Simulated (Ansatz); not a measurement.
Runs of Ansatz 0.2.0 on Zr3S2. The structure is trigonal, space group R32 (No. 155). Conventional cell: a = 5.805 Å, b = 5.805 Å, c = 10.463 Å, α = 90.00°, β = 90.00°, γ = 120.00°. Zr (site symmetry 2) has 4 S at 2.61 to 2.62 Å as nearest neighbours. S (site symmetry 3) has 6 Zr at 2.61 to 2.62 Å as nearest neighbours. The cell comes from a database or a generator and needn't be the stable form of this composition.

```csv
task,level,U,cell,cutoff (eV),hubbard projectors,double counting,gap on the mesh (eV),pressure (GPa),relaxed volume (Å³/atom),largest force (eV/Å)
relaxation of cell and atoms,r2SCAN,-,relaxed,500,-,-,none,0.0,20.23,0.01
density of states,PBEsol,-,as given,420,-,-,none,-5.1,-,0.13
relaxation of cell and atoms,PBEsol+U,Zr d U = 5 eV,relaxed,420,ortho-atomic (the default),fll (the default),none,0.0,20.55,0.01
relaxation of cell and atoms,LDA,-,relaxed,420,-,-,none,0.0,(a),0.01
relaxation of cell and atoms,PBEsol,-,relaxed,420,-,-,none,0.0,(b),-
```

Alike in all rows: potentials or basis Ansatz PAW; no spin polarisation; k mesh 6 × 6 × 6; smearing fermi-dirac 0.05 eV.

**Question.** Fill in the values left out.

**Answer.** (a) 19.13; (b) 19.52.

Caveats: the PAW data sets come from PBE, with cores solved anew for the run's functional, which leaves a small shift of forces and pressure; the plane-wave basis is chosen anew once the cell has moved, so the energies of steps on either side of that aren't comparable (some runs); the density of states is complete only up to the lowest level of the last band computed (some runs); U without spin polarisation on a metal has little footing (some runs).

A k mesh can miss the band edges, and the runs leave out spin-orbit coupling on Zr.

A gap of «none» marks a metal or a gap under the smearing width.

Not every run made on this cell is shown here.
